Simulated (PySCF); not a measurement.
**[Gd(CO)]2+: other functionals and bases at one geometry**

An exercise on one series of results from a longer session: the logs are not shown, and one member is left open.

Computed with PySCF 2.14.0. Level: several levels, as the steps say, no spin–orbit coupling.

1 further run of the same task is left out (for a known fault of the program).

### The starting structure

3 atoms, charge 2, spin multiplicity 1.

Bond lengths: Gd1–C2 2.835 Å, C2–O3 1.115 Å. Angles: Gd1–C2–O3 180.0°.

As a file:

```xyz
3
CGdO
Gd    0.00000    0.00000   -0.67076
C     0.00000    0.00000    2.16470
O     0.00000    0.00000    3.27994
```

Formal oxidation states: Gd +2. Each metal's 8 4f electrons lie in its core potential, so multiplicities, spins and levels count the valence alone. For divalent La, Ce, Gd or Lu the extra electron is normally 5d or 6s, so this core forces an excited configuration. An earlier session relaxed this geometry at PBE0, Gd lcecp-0-SVP with ECP54, C def2-SVP, O def2-SVP (singlet, point group C∞v).

At PBE0 on the finer grid: E = -142.377087 Eh, frontier levels not given, since the 4f levels lie in the core, Mulliken charge on Gd1 +1.83 e, largest force component 0.002 eV/Å. 

Levels to run: BLYP; r2SCAN; PBE0, TZVP. Hardware: 2 threads of Intel Xeon Platinum 8488C (Sapphire Rapids), shared host.

The first run:

Input file run.py (the lines that set the calculation):

```python
mol = gto.M(atom='''
Gd     0.00000     0.00000    -0.67076
C      0.00000     0.00000     2.16470
O      0.00000     0.00000     3.27994''',
    basis={'Gd': 'lcecp-0-SVP', 'C': 'def2-SVP', 'O': 'def2-SVP'},
    ecp={'Gd': 'lcecp-0-SVP'},
    charge=2, spin=0)
mf = dft.RKS(mol, xc='BLYP')
mf.grids.atom_grid = (75, 302)  # f atoms: unpruned, at least (60, 302)
mf = mf.density_fit()  # fitting sets: Gd AutoAux, C def2-universal-JKFIT, O def2-universal-JKFIT
mf.conv_tol = 1e-08; mf.max_cycle = 55
mf.kernel(dm0)  # dm0: the density of the relaxed state
```

Command:

```console
OMP_NUM_THREADS=2 python run.py
```

Steps of the session up to this table: BLYP; r2SCAN; PBE0, TZVP.

One of the session's tables, all rows but one given; the rest of the session is left out.

| level | charge on Gd1 (e) | dipole (D) | largest force component (eV/Å) |
| --- | --- | --- | --- |
| PBE0 (relaxed here) | 1.83 | 2.36 | 0.00 |
| BLYP | ? | ? | ? |
| r2SCAN | 1.83 | 2.35 | 0.66 |
| PBE0, TZVP | 1.88 | 2.31 | 0.66 |

**Question.** Estimate the row for BLYP.

**Answer.** charge on Gd1 (e): 1.78; dipole (D): 2.03; largest force component (eV/Å): 1.99. In the column «charge on Gd1 (e)» it is the lowest.

The dipole of a charged species depends on the origin, so these sizes hold for this origin alone.

The largest leftover force, 1.99 eV/Å with BLYP, stands at a geometry relaxed at another level. With 4f in the core, its levels are missing from HOMO and gap, and its count is fixed, so no charge can pass from the ligands into it. Total energies of different levels can't be compared.
